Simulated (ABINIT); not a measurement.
**NbSi: relaxation of cell and atoms with PBE+D2**

The system is NbSi.

```
Nb Si
1.0
     3.15644    0.00000    0.00000
     0.00000    3.15644    0.00000
     0.00000    0.00000    3.15644
Nb Si
1 1
Direct
  0.00000 0.00000 0.00000
  0.50000 0.50000 0.50000
```

The cell was built by a generator and needn't be a form met in nature.

```yaml
Program: ABINIT 10.8.3 (patched build)
Task: relaxation of cell and atoms
Functional: PBE
Dispersion: D2
Potentials_or_basis: Ansatz PAW PBE default generated set, frozen core
Cutoff: 419 eV
k_mesh: 6 × 6 × 6
Occupations: fermi-dirac, width 0.05 eV
Spin: spin-orbit coupling, no magnetisation
Cell_freedom_optcell: 2
Optimiser_ionmov: 2
Cutoff_smearing_ecutsm_Ha: 0.5
Force_stop_Ha/bohr: 2e-05
Fine-grid_cutoff: 838.111 eV
```

| Property | Result |
| --- | --- |
| Relaxed volume | 15.59 Å³/atom |
| Relaxed cell | a = 3.148 Å, b = 3.148 Å, c = 3.148 Å, α = 90.00°, β = 90.00°, γ = 90.00° |
| Space group after relaxing (to 0.05 Å) | Pm-3m (No. 221) |
| Energy gained by relaxing | 0.5 meV/atom |
| Ionic steps | 3 |
| Pressure after relaxing | 0.0 GPa |
| Band gap on the k mesh | none (metal or under the smearing width) |

Step by step:
```
step  energy change (eV)  largest force (eV/Å)  pressure (GPa)  volume (Å³)
   1              0.0000                0.0000           -1.33        31.45
   2             -0.0008                0.0000           -0.68        31.32
   3             -0.0011                0.0000            0.01        31.19
```

Final structure:
```
Nb Si
1.0
     3.14774    0.00000    0.00000
     0.00000    3.14774    0.00000
     0.00000    0.00000    3.14774
Nb Si
1 1
Direct
  0.00000 0.00000 0.00000
  0.50000 0.50000 0.50000
```

Wall time 100 s on 1 thread of Arm Neoverse V1 (shared host), peak memory 0.22 GiB.

Caveat: pairwise dispersion overbinds metals, which lowers pressure and volume; the atomic spheres overlap.
